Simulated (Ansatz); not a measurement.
GaGe3:

```xyz
4
Lattice="0.0000 3.3872 3.3872 3.3872 0.0000 3.3872 3.3872 3.3872 0.0000" Properties=species:S:1:pos:R:3 pbc="T T T"
Ge    3.3730    3.3939    3.4160
Ge    5.0738    5.0998    5.1187
Ge    1.7175    1.6971    1.7076
Ga   -0.0238    0.0694   -0.0266
```

The cell comes from a database or a generator and needn't be the stable form of this composition.

The cell isn't the ideal one: atoms moved at random, drawn with an rms of 0.05 Å.

A run of Ansatz 0.2.0 on this cell left the log below. Logs are shortened: lines on timing, memory, paths and dates and some standing lists are left out, and cuts for length are marked.

```text
Warning: RAYON_NUM_THREADS=2 ignored (pool sized by the plan → 2); use --threads N
Ge: projections on atomic orbitals take those of the free atom 1s2 2s2 2p6 3s2 3p6 3d10 4s2 4p2, of charge +0.00 (hamiltonian.pseudopotentials.projection_atoms)
Ga: projections on atomic orbitals take those of the free atom 1s2 2s2 2p6 3s2 3p6 3d10 4s2 4p1, of charge +0.00 (hamiltonian.pseudopotentials.projection_atoms)
LAPW: plane waves up to 7.574 Å⁻¹, error target 1.0e-3 eV per atom; small_component_spin mean_spin; Ga in spheres of 1.431 Å, 21 of its electrons in bands, Dirac shells []; Ge in spheres of 1.413 Å, 22 of its electrons in bands, Dirac shells [] (how accurate: hamiltonian.pseudopotentials.lapw.basis_error, Limitations)
Engine: ansatz 0.2.0, x86_64-unknown-linux-gnu
Pseudopotentials: kind: all_electron
Pseudopotential: Ge, LAPW, valence charge 22, lapw/all_electron/scalar/gaussian/Ge, Koelling and Harmon's equation, gaussian nucleus
Pseudopotential: Ga, LAPW, valence charge 21, lapw/all_electron/scalar/gaussian/Ga, Koelling and Harmon's equation, gaussian nucleus
Functional definition: PBEsol
  exchange = pbesol_x
  correlation = pbesol_c
Crystal: 4 atoms, lattice volume = 77.721 Å³
Basis set: ecut = 218.54280206560585 eV, 537 PW (Γ), exchange–correlation at level 2
Bands: 53, of which v1, the nominal top of the filled ones, is band 44 counted from 1 (43 counted from 0)
Symmetry: 1 space group operations
[... 36 lines left out ...]
--- Forces (eV/Å), atoms counted from 1 ---
  atom   1  Ge     0.01923217     0.02804164    -0.02601148
  atom   2  Ge     0.00845680     0.01780005    -0.05366193
  atom   3  Ge    -0.07334970     0.06171692    -0.02281004
  atom   4  Ga     0.04566059    -0.10755870     0.10248353
  max |Σ_I F_I| component: 1.39e-7 eV/Å
--- Stress (GPa, compression-positive) ---
       -3.828989      -0.006455       0.029466
       -0.006455      -3.793059      -0.077547
        0.029466      -0.077547      -3.797333
  P = ⅓ Tr σ = -3.8065 GPa (-38.065 kbar)
--- Band table (eV; the first three rows and the last of 172) ---
  k-point 0: bands = ["-151.4999", "-151.4997", "-151.4838", "-131.3679", "-98.8120", "-98.8118", "-98.8093", "-98.8092", "-98.8067", "-98.8061", "-98.7942", "-98.7938", "-98.7920", "-82.2723", "-82.2702", "-82.2696", "-12.7939", "-12.7938", "-12.7884", "-12.7866", "-12.7862", "-12.7688", "-12.7687", "-12.7686", "-12.7292", "-12.7291", "-12.7172", "-12.7171", "-12.7065", "-12.7059", "-12.7038", "-2.8349", "-2.8340", "-2.8333", "-2.8092", "-2.8089", "-0.6005", "6.1298", "7.2548", "10.2686", "10.2949", "10.3058", "10.5622", "10.6015", "10.6397", "10.7717", "12.1241", "12.1474", "12.2368", "16.6033", "16.6058", "21.5919", "21.6163"]
  k-point 1: bands = ["-151.4999", "-151.4997", "-151.4838", "-131.3679", "-98.8120", "-98.8118", "-98.8093", "-98.8092", "-98.8067", "-98.8061", "-98.7942", "-98.7938", "-98.7920", "-82.2723", "-82.2702", "-82.2696", "-12.7919", "-12.7912", "-12.7903", "-12.7897", "-12.7892", "-12.7663", "-12.7662", "-12.7614", "-12.7319", "-12.7318", "-12.7182", "-12.7181", "-12.7100", "-12.7047", "-12.7025", "-2.8360", "-2.8333", "-2.8322", "-2.8096", "-2.8093", "-0.4059", "5.6724", "6.7447", "9.3167", "9.6931", "9.7278", "10.0514", "11.1686", "11.1894", "12.0558", "12.1182", "12.7615", "13.7491", "17.4693", "17.4770", "20.0976", "21.1049"]
  k-point 2: bands = ["-151.4999", "-151.4997", "-151.4838", "-131.3679", "-98.8120", "-98.8118", "-98.8093", "-98.8092", "-98.8067", "-98.8061", "-98.7942", "-98.7938", "-98.7920", "-82.2723", "-82.2702", "-82.2696", "-12.7972", "-12.7958", "-12.7909", "-12.7812", "-12.7811", "-12.7620", "-12.7618", "-12.7539", "-12.7392", "-12.7387", "-12.7210", "-12.7207", "-12.7167", "-12.7021", "-12.6997", "-2.8400", "-2.8311", "-2.8300", "-2.8101", "-2.8098", "0.1751", "4.2085", "6.2684", "8.3581", "9.3134", "9.3645", "10.5648", "10.6174", "10.9011", "13.3073", "13.3149", "15.3310", "16.3513", "17.6206", "19.2843", "19.3183", "19.6598"]
  k-point 171: bands = ["-151.4999", "-151.4997", "-151.4838", "-131.3679", "-98.8120", "-98.8118", "-98.8093", "-98.8092", "-98.8067", "-98.8061", "-98.7942", "-98.7938", "-98.7920", "-82.2723", "-82.2702", "-82.2696", "-12.8010", "-12.8003", "-12.7912", "-12.7689", "-12.7667", "-12.7598", "-12.7575", "-12.7561", "-12.7516", "-12.7487", "-12.7248", "-12.7245", "-12.7102", "-12.7005", "-12.6982", "-2.8421", "-2.8312", "-2.8283", "-2.8117", "-2.8103", "1.6550", "2.3132", "5.3774", "6.9853", "8.5758", "9.5840", "10.9497", "11.7927", "12.8218", "13.0434", "14.6939", "16.3838", "17.6962", "17.8898", "18.0021", "19.3112", "22.5792"]
--- Löwdin populations: 4 sites ---
  site symbol       q [e]
     0     Ge     31.9216
     1     Ge     31.9129
     2     Ge     31.9129
     3     Ga     31.1416
  spilling = 0.000874 (of n_electrons = 127.000000)
```

Problem. Write the input and the command behind it.

Solution. Single point with PBEsol, no spin polarisation. The files as run (others can give the same):

input.yaml
```yaml
crystal:
  lattice:
    - [0.0, 3.387167, 3.387167]
    - [3.387167, 0.0, 3.387167]
    - [3.387167, 3.387167, 0.0]
  atoms:
    - { symbol: Ge, position: [0.507338, 0.501162, 0.494646] }
    - { symbol: Ge, position: [0.759453, 0.751759, 0.746176] }
    - { symbol: Ge, position: [0.249069, 0.255079, 0.251983] }
    - { symbol: Ga, position: [0.009828, -0.017682, 0.010665] }
kpoints:
  mp_grid: { grid: [7, 7, 7] }
scf:
  occupations: { method: fermi_dirac, width: 0.05 }
hamiltonian:
  xc: pbesol
  pseudopotentials: { kind: all_electron, lapw: { basis_error: 0.001 } }
output:
  forces: true
  stress: true
  eigenvalues: true
  populations: true
```

Potentials or basis: all-electron LAPW, scalar-relativistic.
Run with:
```bash
$ ansatz run input.yaml --threads 2 --pin off --max-ram 8192MiB --backend cpu --events-out ev --progress --plain --runs-dir out
```
